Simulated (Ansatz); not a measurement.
C2H5OSi, SMILES [CH2][SiH2]C=O, a rigid torsion scan

Computed with Ansatz's Python interface.

Typed at the interpreter:
```pycon
>>> import ansatz as az
>>> from ase import Atoms
>>> BASIS_SET = 'cc-pVDZ'
>>> FUNCTIONAL = 'r2scan'
>>> FORCE_TOL = 0.02
>>> atoms = Atoms(['C', 'Si', 'C', 'O', 'H', 'H', 'H', 'H', 'H'], positions=[
...     (1.3913, 0.6994, 0.3793),
...     (0.1097, -0.5935, -0.0329),
...     (-1.5698, 0.1565, 0.0644),
...     (-2.2861, 0.1793, -0.9222),
...     (1.3196, 1.535, -0.3468),
...     (2.4026, 0.247, 0.3236),
...     (0.2063, -1.7021, 0.9281),
...     (0.3471, -1.1009, -1.3926),
...     (-1.9207, 0.5794, 0.9991),
... ])
>>> # relax first, so that the scan starts from a minimum
>>> first = (
...     az.Crystal.molecule_from_ase(atoms).calculation()
...     .basis(gaussian=BASIS_SET)
...     .functional(FUNCTIONAL)
...     .spin('collinear', total=1)
...     .relax(force_tolerance=FORCE_TOL, max_steps=80)
... )
>>> atoms.positions = first.run().report['positions_ang']
>>> start = atoms.get_dihedral(0, 1, 2, 3)
>>> energies = {}
>>> for turn in range(0, 360, 30):
...     turned = atoms.copy()
...     turned.set_dihedral(0, 1, 2, 3, start + turn, indices=[2, 3, 8])
...     calc = (
...         az.Crystal.molecule_from_ase(turned).calculation()
...         .basis(gaussian=BASIS_SET)
...         .functional(FUNCTIONAL)
...         .spin('collinear', total=1)
...     )
...     energies[round((start + turn) % 360)] = calc.run().report['free_energy_ev']
...
>>> floor = min(energies.values())
>>> print('dihedral C0-Si1-C2-O3 (deg)   E - E(min) (kcal/mol)')
dihedral C0-Si1-C2-O3 (deg)   E - E(min) (kcal/mol)
>>> for angle, e in sorted(energies.items()):
...     print(f'{angle:8d} {23.060548 * (e - floor):14.3f}  ' + '#' * int(30 * (e - floor) / max(max(energies.values()) - floor, 1e-9)))
...
       7          1.147  ############################
      37          1.055  ##########################
      67          0.437  ##########
      97          0.000
     127          0.383  #########
     157          0.956  #######################
     187          1.063  ##########################
     217          0.705  #################
     247          0.300  #######
     277          0.466  ###########
     307          1.053  #########################
     337          1.217  ##############################
```

Notes:
- The scan is rigid and the energies are electronic, in a modest basis. With rigid groups the curve can differ much from the relaxed path, the start wasn't checked as a minimum of this torsion, and equivalent turns needn't return to the same energy.
- The run takes the species as open-shell (spin multiplicity 2), which needn't be its ground state.
- Hardware and time: 3.7 min on 1 thread of Arm Neoverse V1, with other jobs on the host, peak memory 0.27 GiB.
